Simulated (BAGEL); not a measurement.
**PbH4 (SMILES [H][Pb]([H])([H])[H]): a chain of runs**

Aim: a structure relaxation (HF/x2c-SV(P)all), then a geometry optimisation (HF/x2c-SVPall), then a structure relaxation (HF/x2c-TZVPall) of PbH4. 

Program for the calculation: BAGEL 1.2.2.

1 further run of the same task is left out (set aside as unsound or not needed).

**1. Starting point**

The species is PbH4 (5 atoms), meant as a singlet with charge 0. SMILES: `[H][Pb]([H])([H])[H]`. Geometry: a GFN2-xTB relaxation, a rough one for these elements and not checked as a minimum. The run starts from this shape.

Bond lengths: Pb1–H2 1.721 Å, Pb1–H3 1.721 Å, Pb1–H4 1.721 Å, Pb1–H5 1.720 Å. Angles: H2–Pb1–H3 109.4°, H2–Pb1–H4 109.5°, H2–Pb1–H5 109.5°, H3–Pb1–H4 109.4°, H3–Pb1–H5 109.4°, H4–Pb1–H5 109.5°.

**2. A structure relaxation at HF/x2c-SV(P)all (DKH2, density fitting with AutoAux, property bond length) (run 1)**

input.json

```json
{ "bagel": [

{
  "title": "molecule",
  "basis": "x2c-sv_p_all.json",
  "df_basis": "x2c-sv_p_all-autoaux.json",
  "angstrom": true,
  "dkh": true,
  "geometry": [
    { "atom": "Pb", "xyz": [   -0.000850,    0.000120,    0.000170 ] },
    { "atom": "H", "xyz": [    0.011330,   -0.018310,    1.720940 ] },
    { "atom": "H", "xyz": [    1.618300,    0.010410,   -0.583450 ] },
    { "atom": "H", "xyz": [   -0.818470,    1.409030,   -0.554090 ] },
    { "atom": "H", "xyz": [   -0.810310,   -1.401250,   -0.583580 ] }
  ]
},
{
  "title": "optimize",
  "internal": false,
  "maxiter": 40,
  "method": [
    {
      "title": "hf"
    }
  ]
}

]}
```

The basis set x2c-SV(P)all is read from a file made from the Basis Set Exchange's data (not shown).

Started as:

```
BAGEL_NUM_THREADS=1 BAGEL input.json > input.out
```

What it wrote:

```text
* using 1 threads per process

  ===============================================================
  ===============================================================

  *** Geometry ***

  { "atom" : "Pb", "xyz" : [     -0.001606,      0.000227,      0.000321 ] },
  { "atom" : "H", "xyz" : [      0.021411,     -0.034601,      3.252105 ] },
  { "atom" : "H", "xyz" : [      3.058144,      0.019672,     -1.102561 ] },
  { "atom" : "H", "xyz" : [     -1.546684,      2.662681,     -1.047078 ] },
  { "atom" : "H", "xyz" : [     -1.531264,     -2.647979,     -1.102806 ] },

  Number of auxiliary basis functions:      617

  Since a DF basis is specified, we compute 2- and 3-index integrals:
    o Being stored without compression. Storage requirement is 0.024 GB

[... 20 lines left out ...]
    * SCF iteration converged.
[... 1 line left out ...]
    * Permanent dipole moment:
[... 26 lines left out ...]
  === Convergence status ===
[... 1 line left out ...]
                         Maximum     Tolerance   Converged?
[... 4 lines left out ...]
  *** Geometry optimization started ***
     iter         energy               grad rms       time

      1     -20860.71499596          0.00472475        9.55
      2     -20860.71528986          0.00392470        8.07
      3     -20860.71601251          0.00023348        7.09
      4     -20860.71601656          0.00006439        7.36

  *** Geometry ***

  { "atom" : "Pb", "xyz" : [     -0.001544,      0.000218,      0.000324 ] },
  { "atom" : "H", "xyz" : [      0.021806,     -0.035201,      3.308158 ] },
  { "atom" : "H", "xyz" : [      2.783308,      1.400111,     -1.105938 ] },
  { "atom" : "H", "xyz" : [     -2.607282,      1.736237,     -1.067588 ] },
  { "atom" : "H", "xyz" : [     -0.201365,     -3.100637,     -1.135167 ] },

    * METHOD: OPTIMIZE                            32.08

  ===============================================================
```

It took 33 s on 1 thread of Intel Xeon Platinum 8375C at 2.90GHz (Ice Lake), shared host; peak memory 0.32 GiB.

Steps, from the record of the run:

```tsv
step	energy from the first frame kept (eV)	largest force (eV/Å)
0	0.0000	0.4761
1	-0.0080	0.3942
2	-0.0277	0.0288
3	-0.0278	0.0104
```

After the run. Bond lengths: Pb1–H2 1.751 Å, Pb1–H3 1.750 Å, Pb1–H4 1.751 Å, Pb1–H5 1.751 Å. Angles: H2–Pb1–H3 109.5°, H2–Pb1–H4 109.5°, H2–Pb1–H5 109.5°, H3–Pb1–H4 109.5°, H3–Pb1–H5 109.4°, H4–Pb1–H5 109.5°.

**3. A structure relaxation at HF/x2c-SVPall (DKH2, density fitting with AutoAux, property bond length) (run 2)**

Changes to input.json since step 2:

```diff
@@ -4,4 +4,4 @@
   "title": "molecule",
-  "basis": "x2c-sv_p_all.json",
-  "df_basis": "x2c-sv_p_all-autoaux.json",
+  "basis": "x2c-svpall.json",
+  "df_basis": "x2c-svpall-autoaux.json",
   "angstrom": true,
@@ -21,5 +21,3 @@
   "method": [
-    {
-      "title": "hf"
-    }
+    { "title": "hf" }
   ]
```

The basis set x2c-SVPall is read from a file made from the Basis Set Exchange's data (not shown).

Started as:

```
BAGEL_NUM_THREADS=1 BAGEL input.json > input.out
```

What it wrote:

```text
* using 1 threads per process

  ===============================================================
  ===============================================================

  *** Geometry ***

  { "atom" : "Pb", "xyz" : [     -0.001606,      0.000227,      0.000321 ] },
  { "atom" : "H", "xyz" : [      0.021411,     -0.034601,      3.252105 ] },
  { "atom" : "H", "xyz" : [      3.058144,      0.019672,     -1.102561 ] },
  { "atom" : "H", "xyz" : [     -1.546684,      2.662681,     -1.047078 ] },
  { "atom" : "H", "xyz" : [     -1.531264,     -2.647979,     -1.102806 ] },

  Number of auxiliary basis functions:      681

  Since a DF basis is specified, we compute 2- and 3-index integrals:
    o Being stored without compression. Storage requirement is 0.037 GB

[... 20 lines left out ...]
    * SCF iteration converged.
[... 1 line left out ...]
    * Permanent dipole moment:
[... 26 lines left out ...]
  === Convergence status ===
[... 1 line left out ...]
                         Maximum     Tolerance   Converged?
[... 4 lines left out ...]
  *** Geometry optimization started ***
     iter         energy               grad rms       time

      1     -20860.72481391          0.00379676       11.22
      2     -20860.72498511          0.00496767        9.76
      3     -20860.72495618          0.00585275        8.53
[... 35 lines of this table left out ...]
     39     -20860.71723856          0.01696486        9.30

  *** Geometry ***

  { "atom" : "Pb", "xyz" : [     -0.012268,      0.001855,     -0.010166 ] },
  { "atom" : "H", "xyz" : [      0.023062,     -0.037108,      3.486306 ] },
  { "atom" : "H", "xyz" : [     -0.458935,     -3.015181,     -0.963972 ] },
  { "atom" : "H", "xyz" : [      3.268150,      0.625820,     -0.734950 ] },
  { "atom" : "H", "xyz" : [     -1.956396,      2.292761,     -0.927760 ] },

    * METHOD: OPTIMIZE                           398.33

  ===============================================================
```

Wall time 6.7 min (1 thread of Intel Xeon Platinum 8375C at 2.90GHz (Ice Lake), shared host); peak memory 0.41 GiB.

The iterations ended before the threshold was met.

**4. A structure relaxation at HF/x2c-TZVPall (DKH2, density fitting with AutoAux, property bond length) (run 3)**

job.json

```json
{ "bagel" : [

{
  "title" : "molecule",
  "basis" : "x2c-tzvpall.json",
  "df_basis" : "x2c-tzvpall-autoaux.json",
  "angstrom" : true,
  "dkh" : true,
  "geometry" : [
    { "atom" : "Pb", "xyz" : [      -0.000850,       0.000120,       0.000170 ] },
    { "atom" : "H", "xyz" : [       0.011330,      -0.018310,       1.720940 ] },
    { "atom" : "H", "xyz" : [       1.618300,       0.010410,      -0.583450 ] },
    { "atom" : "H", "xyz" : [      -0.818470,       1.409030,      -0.554090 ] },
    { "atom" : "H", "xyz" : [      -0.810310,      -1.401250,      -0.583580 ] }
  ]
},

{
  "title" : "optimize",
  "opttype" : "energy",
  "internal" : false,
  "maxiter" : 40,
  "method" : [
    { "title" : "hf" }
  ]
}

]}
```

The basis set x2c-TZVPall is read from a file made from the Basis Set Exchange's data (not shown).

Started as:

```
BAGEL_NUM_THREADS=1 BAGEL job.json > job.out
```

What it wrote:

```text
* using 1 threads per process

  ===============================================================
  ===============================================================

  *** Geometry ***

  { "atom" : "Pb", "xyz" : [     -0.001606,      0.000227,      0.000321 ] },
  { "atom" : "H", "xyz" : [      0.021411,     -0.034601,      3.252105 ] },
  { "atom" : "H", "xyz" : [      3.058144,      0.019672,     -1.102561 ] },
  { "atom" : "H", "xyz" : [     -1.546684,      2.662681,     -1.047078 ] },
  { "atom" : "H", "xyz" : [     -1.531264,     -2.647979,     -1.102806 ] },

  Number of auxiliary basis functions:      732

  Since a DF basis is specified, we compute 2- and 3-index integrals:
    o Being stored without compression. Storage requirement is 0.067 GB

[... 20 lines left out ...]
    * SCF iteration converged.
[... 1 line left out ...]
    * Permanent dipole moment:
[... 26 lines left out ...]
  === Convergence status ===
[... 1 line left out ...]
                         Maximum     Tolerance   Converged?
[... 4 lines left out ...]
  *** Geometry optimization started ***
     iter         energy               grad rms       time

      1     -20862.28048142          0.00344067       12.81
      2     -20862.28064481          0.00287468       12.22
      3     -20862.28103477          0.00012958       13.74
      4     -20862.28103554          0.00004308       11.89

  *** Geometry ***

  { "atom" : "Pb", "xyz" : [     -0.001548,      0.000218,      0.000324 ] },
  { "atom" : "H", "xyz" : [      0.021703,     -0.035046,      3.293636 ] },
  { "atom" : "H", "xyz" : [      2.774237,      1.388009,     -1.101139 ] },
  { "atom" : "H", "xyz" : [     -2.592180,      1.734237,     -1.062848 ] },
  { "atom" : "H", "xyz" : [     -0.206914,     -3.086744,     -1.130217 ] },

    * METHOD: OPTIMIZE                            50.68

  ===============================================================
```

Wall time 52 s (1 thread of Intel Xeon Platinum 8375C at 2.90GHz (Ice Lake), shared host); peak memory 0.6 GiB.

The path in brief:

```tsv
step	energy from the first frame kept (eV)	largest force (eV/Å)
0	0.0000	0.3480
1	-0.0044	0.2896
2	-0.0151	0.0177
3	-0.0151	0.0072
```

After the run. Bond lengths: Pb1–H2 1.743 Å, Pb1–H3 1.743 Å, Pb1–H4 1.743 Å, Pb1–H5 1.743 Å. Angles: H2–Pb1–H3 109.5°, H2–Pb1–H4 109.5°, H2–Pb1–H5 109.5°, H3–Pb1–H4 109.5°, H3–Pb1–H5 109.4°, H4–Pb1–H5 109.5°.

**5. Summary of results**

```
                                       quantity                      value
run 1, HF/x2c-SV(P)all: total energy at the end            -20860.71602 Eh
 run 3, HF/x2c-TZVPall: total energy at the end            -20862.28104 Eh
                           run 2, HF/x2c-SVPall  no result (not converged)
```

The optimisation (run 1, HF/x2c-SV(P)all) took 4 steps and changed the energy by -0.028 eV. The optimisation (run 3, HF/x2c-TZVPall) took 4 steps and changed the energy by -0.015 eV. 1 of the 3 runs did not end normally.
